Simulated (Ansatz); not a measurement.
# AlBeH₂ (doublet): wave-function methods side by side at twist about Al1–Be2 = 73.5°, 6-31G

How much of the correlation energy of AlBeH₂ (doublet) does each wave-function method recover here?

Method: 6-31G, core rule «outside noble gas», up to 6 orbitals frozen; program: Ansatz 0.2.0, Gaussian basis.

Plan: UHF; CCSD(T) on ROHF; CCSD(T) on UHF; BCCD(T) on ROHF; CISD as a restricted active space (open shells left free, so some higher excitations enter); CCSDT(Q) on ROHF; CCSDT(Q) on UHF; CCSDTQ on ROHF; CASSCF and MRCISD+Q, 3 electrons in 3 orbitals; CASSCF and NEVPT2, 3 electrons in 3 orbitals; CASSCF and MRCISD+Q, 7 electrons in 10 orbitals; CASSCF and NEVPT2, 7 electrons in 10 orbitals; Full CI.

12 further runs of the same task are left out: 10 that didn't finish, 2 set aside as unsound or not needed. Runs told in other sessions of the task aren't counted.

### 1 The geometry

The geometry derives from a PBE0/def2-TZVP stationary point (not a proven minimum). One half is turned about the bond named; the halves are rigid.

4 atoms, charge 0, spin multiplicity 2.

Atoms are counted from 1 here; the program's logs count them from 0.

Bond lengths: Al1–H3 1.603 Å, Be2–H4 1.345 Å.

### 2 UHF

Input file in.yaml:

```yaml
crystal:
  periodic: [false, false, false]
  atoms:
    - {symbol: Al, position_ang: [0.006191, -0.091838, 0.612027]}
    - {symbol: Be, position_ang: [0.006191, 0.140916, -1.695189]}
    - {symbol: H, position_ang: [0.006191, 0.993589, 1.791621]}
    - {symbol: H, position_ang: [-0.227265, 0.204857, -3.017977]}
basis:
  gaussian: {orbitals: 6-31G}
magnetization: {spin_polarized: true, initial_magnetization: 1}
hamiltonian: {xc: hf}
output: {orbitals: {seedname: orbitals}}
```

Command:

```
$ ansatz run in.yaml --threads 1 --pin off --events-out ev --progress --plain --max-ram 2393MiB
```

Further steps of the session: CCSD(T) on ROHF; CCSD(T) on UHF; BCCD(T) on ROHF; CISD as a restricted active space (open shells left free, so some higher excitations enter); CCSDT(Q) on ROHF; CCSDT(Q) on UHF; CCSDTQ on ROHF; CASSCF and MRCISD+Q, 3 electrons in 3 orbitals; CASSCF and NEVPT2, 3 electrons in 3 orbitals; CASSCF and MRCISD+Q, 7 electrons in 10 orbitals; CASSCF and NEVPT2, 7 electrons in 10 orbitals; Full CI.

Before running them: what should the planned runs give, taken together? Wanted: FCI from the RHF energy; RMP2 from FCI; UMP2 from FCI; RCCSD from FCI; RCCSD(T) from FCI; UCCSD(T) from FCI; RCCSDT(Q) from FCI; UCCSDT(Q) from FCI; NEVPT2 pair from FCI.

The runs gave:

```
                         quantity                                                                                                                        value
          FCI from the ROHF energy                                                                                                                   -1.9595 eV
                    RMP2 from FCI                                                                                                              +14.84 kcal/mol
                    UMP2 from FCI                                                                                                              +14.60 kcal/mol
                   RCCSD from FCI                                                                                                               +1.21 kcal/mol
                RCCSD(T) from FCI                                                                                                               +0.45 kcal/mol
                UCCSD(T) from FCI                                                                                                               +0.44 kcal/mol
               RCCSDT(Q) from FCI                                                                                                               +0.01 kcal/mol
               UCCSDT(Q) from FCI                                                                                                               +0.01 kcal/mol
             NEVPT2 pair from FCI                                                                                                              +12.51 kcal/mol
           MRCISD+Q pair from FCI                                                                                                               +0.01 kcal/mol
          NEVPT2 valence from FCI                                                                                                               +3.55 kcal/mol
levels within 1 kcal/mol (43 meV)  RCCSD(T), UCCSD(T), BCCD(T), RCCSDT, UCCSDT, RCCSDT(Q), UCCSDT(Q), RCCSDTQ, MRCISD+Q pair, MRCISD valence, MRCISD+Q valence
                    T1 diagnostic                                                                                                                        0.028
   effectively unpaired electrons                                                                                                                         1.04
```

**Reading.** RCCSD(T) misses by +0.45 kcal/mol, 1.0 % of the correlation energy. One determinant dominates. Of the multireference levels listed MRCISD+Q pair comes nearest in total energy (+0.01 kcal/mol), which doesn't show that its space is the better one. These misses are within one basis, not against nature; the frozen cores of restricted and unrestricted runs differ, which can shift their rows.

Levels on UHF freeze UHF's core orbitals, full CI those of ROHF, so the U rows can settle a little off it for that reason alone.

With open shells the CI space here admits some higher excitations, so it is larger than plain CISD.
